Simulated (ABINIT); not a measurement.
A run of ABINIT 10.8.3 (patched build) is set up as follows.

The input run.abi:

```
# Pseudopotentials
pp_dirpath "./"
pseudos "Ge.upf, Ga.upf"

# Structure
acell 7.7444194535 7.7444194535 7.7444194535
rprim
     0.0000000000     0.7071067812     0.7071067812
     0.7071067812     0.0000000000     0.7071067812
     0.7071067812     0.7071067812     0.0000000000
ntypat 2
znucl 32 31
natom 2
typat 1 2
xred
     0.0000000000     0.0000000000     0.0000000000
     0.2500000000     0.2500000000     0.2500000000

# Plane-wave basis
ecut 40.0

# k points
kptopt 1
ngkpt 6 6 6
nshiftk 1
shiftk 0.0 0.0 0.0

# Exchange and correlation
ixc 11

# Bands and occupations
nband 18
occopt 3
tsmear 0.00183747

# SCF cycle
nstep 100
tolvrs 1.0e-10

# Output
iomode 3
prtwf 0
prteig 0
prtebands 0
enunit 2
prtden 1
prtvha 1
prtvclmb 1
prtpot 1
prtelf 1
```

Potentials or basis: PseudoDojo NC SR PBE v0.4.1 standard.

The run is started by

```console
$ mpirun --bind-to none -np 4 abinit run.abi > log 2>&1
```

Task: Estimate the band gap on the k mesh.

Result: None (metal or under the smearing width).

Task: Predict the pressure.

Result: 0.2 GPa.
